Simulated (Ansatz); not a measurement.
# FGaH4O2 (built from SMILES F.[OH][GaH][OH]): a barrier at many levels of theory

How high is the barrier of this step (Ga1–F6 formed, H2–H5 formed, Ga1–H2 broken, H5–F6 broken), and how far do cheaper methods land from CCSD(T)?

Program: Ansatz 0.2.0, Gaussian basis. Level of theory: single points in def2-TZVPP on PBE0-D4/def2-TZVP structures. These are calculated values, not measurements.

Levels: SPW92, PBE-D4, BLYP-D4, r2SCAN-D4, B97M-V, PBE0-D4, B3LYP-D4, r2SCAN0-D4, BHLYP-D4, CAM-B3LYP-D4, wB97X-V, wB97M-V, B2PLYP, PBE-QIDH, RPA on PBE, Hartree-Fock, MP2, CCSD, CCSD(T). The reference is CCSD(T) at the basis limit, from triple and quadruple zeta. Zero-point energies come from PBE0-D4 vibrations.

Correlated methods freeze the cores. Filled d shells of the heavier atoms are correlated. B3LYP uses VWN-RPA correlation. B2PLYP carries no dispersion term here.

23 further runs of the same task are left out: 23 set aside as unsound or not needed.

### 1 Start, saddle and end, as given

Charge 0, multiplicity 1. The folders r, ts and p hold the start, the saddle and the end; their coordinates stand in the first inputs.

```csv
pair,r (Å),ts (Å),p (Å)
Ga1–F6,2.443,1.997,1.757
H2–H5,2.748,1.032,0.751
Ga1–H2,1.565,1.774,2.544
H5–F6,0.925,1.178,2.653
```

### 2 wB97M-V/def2-TZVPP

File r/in.yaml:

```yaml
crystal:
  periodic: [false, false, false]
  atoms:
    - {symbol: Ga, position_ang: [-0.154789, -0.470013, -0.278671]}
    - {symbol: H, position_ang: [1.147804, -1.221302, 0.154531]}
    - {symbol: O, position_ang: [-0.345381, 0.360933, -1.843264]}
    - {symbol: O, position_ang: [-1.713338, -0.619590, 0.571858]}
    - {symbol: H, position_ang: [1.537909, 1.214708, 1.365148]}
    - {symbol: F, position_ang: [0.720938, 1.426593, 0.987300]}
    - {symbol: H, position_ang: [0.464824, 0.415087, -2.352049]}
    - {symbol: H, position_ang: [-1.657869, -1.106612, 1.395247]}
basis:
  gaussian: {orbitals: def2-TZVPP}
hamiltonian: {xc: {name: wB97M-V}}
```

File ts/in.yaml:

```yaml
crystal:
  periodic: [false, false, false]
  atoms:
    - {symbol: Ga, position_ang: [-0.242331, -0.127659, -0.189145]}
    - {symbol: H, position_ang: [1.314871, -0.658731, 0.475108]}
    - {symbol: O, position_ang: [-0.240322, 0.212159, -1.921983]}
    - {symbol: O, position_ang: [-1.666492, -0.813424, 0.598059]}
    - {symbol: H, position_ang: [1.240938, 0.308531, 0.828069]}
    - {symbol: F, position_ang: [0.625912, 1.311732, 0.889764]}
    - {symbol: H, position_ang: [0.555551, 0.649070, -2.231335]}
    - {symbol: H, position_ang: [-1.588026, -0.881877, 1.551563]}
basis:
  gaussian: {orbitals: def2-TZVPP}
hamiltonian: {xc: {name: wB97M-V}}
```

File p/in.yaml:

```yaml
crystal:
  periodic: [false, false, false]
  atoms:
    - {symbol: Ga, position_ang: [-0.498170, 0.256855, -0.177711]}
    - {symbol: H, position_ang: [1.619516, -0.964857, 0.524859]}
    - {symbol: O, position_ang: [-0.078863, 0.094195, -1.883381]}
    - {symbol: O, position_ang: [-1.509852, -0.931829, 0.643939]}
    - {symbol: H, position_ang: [1.725895, -0.298921, 0.855912]}
    - {symbol: F, position_ang: [-0.006112, 1.704047, 0.688432]}
    - {symbol: H, position_ang: [0.439559, 0.834283, -2.208181]}
    - {symbol: H, position_ang: [-1.691873, -0.693971, 1.556232]}
basis:
  gaussian: {orbitals: def2-TZVPP}
hamiltonian: {xc: {name: wB97M-V}}
```

No record of the launch command was kept for these runs.

Further steps of the session: CCSD(T)/def2-TZVPP; MP2/def2-QZVPP; Vibrations of the start structure; Vibrations of the end structure.

Q: Predict the outcome of this session. Wanted: barrier, CCSD(T)/CBS; reverse barrier, CCSD(T)/CBS; step energy, CCSD(T)/CBS; barrier with zero-point energy; step energy with zero-point energy; imaginary mode at the saddle; largest T1 diagnostic.

**Answer**, as computed:

| quantity | value |
| --- | --- |
| barrier, CCSD(T)/CBS | 16.9 kcal/mol |
| reverse barrier, CCSD(T)/CBS | 28.8 kcal/mol |
| step energy, CCSD(T)/CBS | -11.8 kcal/mol |
| barrier with zero-point energy | 15.6 kcal/mol |
| step energy with zero-point energy | -13.6 kcal/mol |
| imaginary mode at the saddle | 1009i cm⁻¹ |
| largest T1 diagnostic | 0.014 |

In words: Among the functionals BHLYP-D4 lands nearest to CCSD(T)/CBS (+0.9 kcal/mol) and SPW92 farthest (-11.1 kcal/mol). Mean unsigned error by rung: LDA 11.1, GGA 5.4, meta-GGA 3.8, hybrid 2.4, range-separated hybrid 1.8, double hybrid 1.9 kcal/mol. PBE-D4 gives a barrier 6.5 kcal/mol too low, outside chemical accuracy (1 kcal/mol). Every functional without exact exchange puts the barrier too low, the usual mark of self-interaction error, which favours the spread-out density of a saddle. The barrier rises with the share of exact exchange, from BLYP-D4 through B3LYP-D4 to BHLYP-D4 (-4.4, -2.3, +0.9 kcal/mol). Hartree-Fock, with no correlation, is off by +8.2 kcal/mol. Zero-point motion lowers the barrier by 1.3 kcal/mol.
